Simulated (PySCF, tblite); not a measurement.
# C₁₄H₈Se: excited states

Aim: compute the excited states of C₁₄H₈Se (`C#Cc1ccc2c(c1)[se]c1ccccc12`).

Programs: tblite 0.8.0 and PySCF 2.14.0, with routines of our own; each step states its level. All values are computed. Atoms count from 0.

## (1) The system as given

23 atoms, charge 0, multiplicity 1; geometry from: force field or distance geometry start.

## (2) Optimising the geometry with GFN2-xTB

What the job is given:

```
{"job": {"kind": "relax", "xc": "GFN2-xTB", "basis": "xTB"}, "charge": 0, "multiplicity": 1}
C      5.554100     0.175900     0.407300
C      4.339100     0.162200     0.297200
C      2.909000     0.138700     0.176000
C      2.235200     0.989500    -0.706900
C      0.865800     0.991800    -0.843300
C      0.059600     0.111600    -0.093900
C      0.750000    -0.697500     0.752500
C      2.122500    -0.713300     0.918300
Se    -0.367400    -1.851000     1.738000
C     -1.847600    -0.930500     0.711700
C     -3.195600    -1.183200     0.807200
C     -4.080500    -0.472600     0.038900
C     -3.548700     0.478600    -0.802500
C     -2.187800     0.723800    -0.912100
C     -1.281300     0.004400    -0.116500
H      6.601600     0.213100     0.518000
H      2.795900     1.685500    -1.306700
H      0.422000     1.674600    -1.552700
H      2.530400    -1.411500     1.628500
H     -3.546300    -1.935100     1.499900
H     -5.135200    -0.668100     0.128600
H     -4.200400     1.056100    -1.429500
H     -1.799000     1.483900    -1.575100
```

On the command line:

```console
> OMP_NUM_THREADS=1 python excited_run.py task.json out
```

The driver reads the jobs from task.json and runs them one after another.

Output:

```text
step      E/eV     max force
  0   -1010.67723    4.529
  1   -1010.92907    3.950
  2   -1010.99880    4.330
  3   -1011.12754    0.931
  4   -1011.16596    0.428
  5   -1011.18929    0.303
  6   -1011.20058    0.197
  7   -1011.20687    0.199
  8   -1011.21136    0.145
  9   -1011.21463    0.134
 10   -1011.21720    0.106
 11   -1011.21845    0.059
 12   -1011.21882    0.027
 13   -1011.21893    0.025
 14   -1011.21905    0.025
 15   -1011.21918    0.030
 16   -1011.21930    0.023
 17   -1011.21939    0.024
 18   -1011.21948    0.024
 19   -1011.21958    0.025
 20   -1011.21969    0.028
 21   -1011.21979    0.020
 22   -1011.21987    0.017
 23   -1011.21992    0.015
 24   -1011.21996    0.017
 25   -1011.21999    0.014
 26   -1011.22001    0.012
 27   -1011.22003    0.012
 28   -1011.22005    0.010
 29   -1011.22006    0.008
```

Wall time 0.39 s (1 thread of Arm Neoverse V1, shared host); peak memory 0.18 GiB.

Along the way:

| step | energy from step 0 (eV) | largest force (eV/Å) |
| --- | --- | --- |
| 0 | 0.0000 | 4.5288 |
| 1 | -0.2518 | 3.9498 |
| 2 | -0.3216 | 4.3297 |
| 3 | -0.4503 | 0.9315 |
| 4 | -0.4887 | 0.4285 |
| 5 | -0.5121 | 0.3032 |
| 6 | -0.5233 | 0.1972 |
| 7 | -0.5296 | 0.1993 |
| 8 | -0.5341 | 0.1446 |
| 9 | -0.5374 | 0.1344 |
| 10 | -0.5400 | 0.1059 |
| 11 | -0.5412 | 0.0588 |
| 12 | -0.5416 | 0.0268 |
| 13 | -0.5417 | 0.0247 |
| 14 | -0.5418 | 0.0247 |
| 15 | -0.5420 | 0.0300 |
| 16 | -0.5421 | 0.0226 |
| 17 | -0.5422 | 0.0244 |
| 18 | -0.5422 | 0.0244 |
| 19 | -0.5423 | 0.0254 |
| 20 | -0.5425 | 0.0282 |
| 21 | -0.5426 | 0.0199 |
| 22 | -0.5426 | 0.0171 |
| 23 | -0.5427 | 0.0151 |
| 24 | -0.5427 | 0.0174 |
| 25 | -0.5428 | 0.0139 |
| 26 | -0.5428 | 0.0119 |
| 27 | -0.5428 | 0.0121 |
| 28 | -0.5428 | 0.0105 |
| 29 | -0.5428 | 0.0081 |

Close pairs (by a distance rule), those that changed most:

| bond | before (Å) | after (Å) | change (Å) |
| --- | --- | --- | --- |
| Se8–C9 | 2.023 | 1.893 | -0.130 |
| C5–C14 | 1.345 | 1.443 | +0.098 |
| C5–C6 | 1.359 | 1.407 | +0.048 |
| C9–C14 | 1.371 | 1.406 | +0.035 |
| C1–C2 | 1.435 | 1.415 | -0.020 |
| C0–C1 | 1.220 | 1.201 | -0.019 |
| C4–C5 | 1.409 | 1.394 | -0.016 |
| C2–C7 | 1.377 | 1.392 | +0.015 |

The next job starts from the end point, and lists it.

## (3) Vibrational analysis with GFN2-xTB

What the job is given:

```
{"job": {"kind": "ir", "xc": "GFN2-xTB", "basis": "xTB"}, "charge": 0, "multiplicity": 1}
C      5.503633     0.180734     0.414680
C      4.307682     0.155692     0.311490
C      2.899094     0.140309     0.177711
C      2.275966     1.013692    -0.723178
C      0.906889     1.014634    -0.865596
C      0.120463     0.143989    -0.113597
C      0.758779    -0.729416     0.786634
C      2.132879    -0.738850     0.937857
Se    -0.460623    -1.838132     1.719633
C     -1.821121    -0.958328     0.740184
C     -3.180310    -1.207970     0.838932
C     -4.051589    -0.478243     0.053600
C     -3.570005     0.490082    -0.820227
C     -2.216442     0.737984    -0.919006
C     -1.316576     0.016641    -0.138685
H      6.548484     0.199342     0.507207
H      2.886184     1.687826    -1.305922
H      0.437648     1.692534    -1.562995
H      2.609533    -1.415340     1.632906
H     -3.547173    -1.962076     1.520165
H     -5.113559    -0.661891     0.119397
H     -4.263613     1.052598    -1.427115
H     -1.850976     1.491171    -1.601059
```

Output:

```text
mode    cm-1     km/mol
  1      51.5      0.10
  2      98.7      0.11
  3     112.4      0.01
  4     134.0      0.03
  5     180.0      0.21
  6     193.2      0.00
  7     252.9      0.18
  8     281.3      0.23
  9     330.1      1.89
 10     345.6      0.30
 11     363.9      0.21
 12     396.2      1.52
 13     409.5      1.24
 14     435.9      0.07
 15     487.3      0.79
 16     502.6      1.15
 17     515.3      0.85
 18     547.8      3.78
 19     628.9      3.67
 20     637.5      5.40
 21     653.4      0.11
 22     663.9      3.78
 23     676.0     16.43
 24     692.0      0.23
 25     707.0      3.51
 26     769.0     32.95
 27     822.3     17.12
 28     843.1      7.96
 29     862.7      1.19
 30     866.1      0.26
 31     904.5      0.17
 32     908.5      0.01
 33     922.1      0.01
 34     964.8      6.15
 35    1017.3     23.01
 36    1074.8      3.26
 37    1081.9      1.01
 38    1148.3      7.77
 39    1157.1      0.86
 40    1179.9      0.14
 41    1197.2      3.30
 42    1235.3      3.81
 43    1245.7      6.04
 44    1301.5      6.28
 45    1326.3      5.28
 46    1331.8      4.72
 47    1380.4     17.83
 48    1414.5     11.25
 49    1429.5      5.84
 50    1461.9      4.80
 51    1536.7      9.62
 52    1558.8      5.92
 53    1572.1     10.25
 54    1583.5     12.18
 55    2255.3      0.02
 56    3074.0      5.63
 57    3077.8     11.00
 58    3078.5     12.48
 59    3081.4      3.77
 60    3086.9     39.47
 61    3093.4     44.29
 62    3096.4     72.04
 63    3394.9      6.76
```

It took 1.6 s on 1 thread of Arm Neoverse V1, shared host; peak memory 0.18 GiB.

Which atoms move in the most intense modes:

| cm⁻¹ | km/mol | atoms |
| --- | --- | --- |
| 676 | 16.4 | H15 59 % |
| 769 | 33.0 | H20 24 %, H21 21 %, H19 15 %, H22 13 % |
| 822 | 17.1 | H16 27 %, H17 27 %, H18 11 % |
| 1017 | 23.0 | C9 18 %, C6 14 %, C3 12 %, C7 11 % |
| 1380 | 17.8 | C7 17 %, C4 15 %, C3 14 %, C6 12 % |
| 3087 | 39.5 | H20 38 %, H22 32 %, H21 11 % |
| 3093 | 44.3 | H16 65 %, H17 24 % |
| 3096 | 72.0 | H21 43 %, H20 32 %, H22 12 % |

## (4) Excited states: TDA B3LYP/def2-SVP

The job, as its differences from that of step 3:

```diff
@@ -1,2 +1,2 @@
-{"job": {"kind": "ir", "xc": "GFN2-xTB", "basis": "xTB"}, "charge": 0, "multiplicity": 1}
+{"job": {"kind": "states", "xc": "B3LYP", "basis": "def2-SVP", "tda": true, "soc": true, "nstates": 5, "ntriplets": 4, "nquad": 4}, "charge": 0, "multiplicity": 1}
 C      5.503633     0.180734     0.414680
```

Method: TDA B3LYP/def2-SVP excited states, vertical, gas phase, spin-orbit mean-field couplings.

Output:

```text
coarse grid: 99632 points
cycle   1  E = -2939.0920944355  dE =  2.033e+00  |g| = 5.064e-01  |ddm| = 7.181e+00
cycle   2  E = -2939.0772297437  dE =  1.486e-02  |g| = 5.562e-01  |ddm| = 1.651e+00
cycle   3  E = -2939.1582649918  dE = -8.104e-02  |g| = 1.218e-01  |ddm| = 8.923e-01
cycle   4  E = -2939.1623422995  dE = -4.077e-03  |g| = 5.246e-02  |ddm| = 2.685e-01
cycle   5  E = -2939.1630375661  dE = -6.953e-04  |g| = 2.082e-02  |ddm| = 8.620e-02
cycle   6  E = -2939.1631547232  dE = -1.172e-04  |g| = 4.260e-03  |ddm| = 2.992e-02
cycle   7  E = -2939.1631577743  dE = -3.051e-06  |g| = 2.330e-03  |ddm| = 7.421e-03
final grid: 212968 points
cycle   8  E = -2939.1631283385  dE =  6.309e-06  |g| = 5.352e-03  |ddm| = 9.599e-03
cycle   9  E = -2939.1630902247  dE =  3.811e-05  |g| = 1.296e-02  |ddm| = 2.026e-02
cycle  10  E = -2939.1631360490  dE = -4.582e-05  |g| = 7.972e-04  |ddm| = 1.413e-02
cycle  11  E = -2939.1631362071  dE = -1.581e-07  |g| = 1.063e-04  |ddm| = 8.363e-04
cycle  12  E = -2939.1631362101  dE = -3.023e-09  |g| = 1.985e-05  |ddm| = 1.566e-04
cycle  13  E = -2939.1631362102  dE = -1.000e-10  |g| = 6.667e-06  |ddm| = 3.676e-05
converged SCF energy = -2939.1631362102

Singlet excitations
state   eV       nm        f     d(h-e)  d(exc)  Lambda  PR(NTO)  |dmu|/D   mu/D   main configurations
  1   3.8356   323.2   0.04167   1.539   4.372   0.612   1.186    3.414    3.950   H->L 0.90
  2   4.4253   280.2   0.47626   0.391   4.507   0.797   1.485    0.902    0.667   H-1->L 0.77, H->L+2 0.13
  3   4.5462   272.7   0.00000   0.806   3.244   0.480   1.003    2.070    2.769   H->L+3 0.99
  4   4.8296   256.7   0.02205   0.192   4.048   0.691   1.940    0.444    1.067   H-1->L+1 0.58, H-2->L 0.29
  5   5.0285   246.6   0.05914   0.940   4.275   0.719   1.698                     H->L+1 0.71, H-1->L+2 0.18

Triplet excitations (Tamm-Dancoff)
state   eV     d(h-e)  d(exc)  Lambda  PR(NTO)   main configurations
  1   3.1056   0.172   3.993   0.826   1.179   H-1->L 0.91
  2   3.3161   1.316   4.160   0.609   1.038   H->L 0.97
  3   3.9615   0.452   3.215   0.750   1.845   H->L+1 0.59, H-2->L+2 0.11, H->L+2 0.09
  4   4.1633   0.675   3.360   0.714   1.725   H->L+2 0.50, H->L+1 0.16, H-2->L+1 0.12
S1 - T1 = 0.7300 eV

Spin-orbit couplings |<S|Hso|T>| (cm-1)
             T1       T2       T3       T4
S0        0.819    0.796    0.864    9.142
S1        0.113    0.022    0.098    1.294
S2        0.087    0.141    0.309    0.326
S3        3.464   89.379  126.220   34.649
S4        0.097    0.155    0.098    0.279
S5        0.402    0.294    0.460    2.450
T1 sublevels (cm-1): 0.000 0.001 0.001   radiative rates (1/s): 0.0326 0.331 0.0153
```

Run time: 2 min. Hardware: 1 thread of Arm Neoverse V1, shared host; peak memory 1.3 GiB.

Key values:

| quantity | value |
| --- | --- |
| S1 less T1 | 0.73 eV |

## (5) Outcome

| quantity | value |
| --- | --- |
| strongest single infrared mode (GFN2-xTB) | 3096 cm⁻¹, 72 km/mol |
| zero-point energy (GFN2-xTB) | 102.4 kcal/mol |
| S1 less T1 (step 4, TDA B3LYP/def2-SVP) | 0.73 eV |

In words: No mode is imaginary among the 63: a minimum at this level. GFN2-xTB is a fitted tight-binding method: band positions and strengths are rough. Its intensities can rank the bands wrongly. Scalar relativity is left out for the heavy atoms. In step 4, the number of triplets below S1 is 2, and the largest singlet-triplet spin-orbit coupling is S3–T3, 126.22 cm⁻¹.
